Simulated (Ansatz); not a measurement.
# TiC: properties at the relaxed cell

The task here is to estimate one member of a computed series from the others.

The COD entry's cell or inner coordinates are ideal or old and differ from later refinements, so a difference from it is no clean test against experiment.

Computed with Ansatz 0.2.0 (DFT PBE, scalar-relativistic, plane waves, PAW, unless a step's input says otherwise).

**The system as given**

The structure is cubic, space group Fm-3m (No. 225). Conventional cell: a = 4.333 Å, b = 4.333 Å, c = 4.333 Å, α = 90.00°, β = 90.00°, γ = 90.00°. Around Ti (site symmetry m-3m) lie 6 C at 2.17 Å. Around C (site symmetry m-3m) lie 6 Ti at 2.17 Å.

Structure file:

```xyz
2
Lattice="0.0000 2.1664 2.1664 2.1664 0.0000 2.1664 2.1664 2.1664 0.0000" Properties=species:S:1:pos:R:3 pbc="T T T"
Ti    0.0000    0.0000    0.0000
C     2.1664    2.1664    2.1664
```

This cell was relaxed beforehand with the same method: volume 10.17 Å³/atom, gap on the mesh none (metal).

Set-up of the first run:

File input.yaml:

```yaml
crystal:
  lattice:
    - [0.0, 2.1593, 2.1593]
    - [2.1593, 0.0, 2.1593]
    - [2.1593, 2.1593, 0.0]
  atoms:
    - { symbol: Ti, position: [0.0, 0.0, 0.0] }
    - { symbol: C, position: [0.5, 0.5, 0.5] }
basis:
  ecutwfc: 420
kpoints:
  mp_grid: { grid: [16, 16, 16] }
hamiltonian:
  xc: pbe
scf:
  occupations: { method: gaussian, width: 0.1 }
output:
  forces: true
  stress: true
  eigenvalues: true
  populations: true
```

Command:

```
$ ansatz run input.yaml --threads 1 --pin off --max-ram 2560MiB --backend cpu --events-out ev --progress --plain --runs-dir out
```

Among the steps run: The cell as listed, for comparison; Volume × 0.97; The cell scaled to 1.03 of its volume; Point at V/V0 = 0.94; Point at V/V0 = 1.06; The cell scaled to 0.91 of its volume; The cell scaled to 1.10 of its volume; Point at V/V0 = 0.88.

One of the session's tables, all rows but one given; the rest of the session is left out.

It belongs to the step «Energy against volume». 

```
volume (Å³/atom)  energy above the lowest point (meV/atom)  pressure (GPa)
           8.948                                     141.5           41.33
           9.253                                      75.4           28.54
           9.558                                      31.8           17.56
           9.863                                       7.6            8.13
          10.168                                       0.0            0.02
          10.473                                       6.8           -6.95
          10.778                                         ?               ?
          11.184                                      67.6          -19.67
```

**Question.** Estimate the row for volume (Å³/atom) = 10.778.

Worked estimate for «energy above the lowest point (meV/atom)». A straight line through the neighbours (10.473, 6.8) and (11.184, 67.6) gives 6.8 + (67.6 − 6.8) × (10.778 − 10.473) / (11.184 − 10.473) = 32.9; a parabola fitted to 3 rows on both sides gives 25.2.

The run gave: energy above the lowest point (meV/atom): 25.9; pressure (GPa): -12.96. In «energy above the lowest point (meV/atom)» the line misses by +7.0 and the parabola by -0.7.
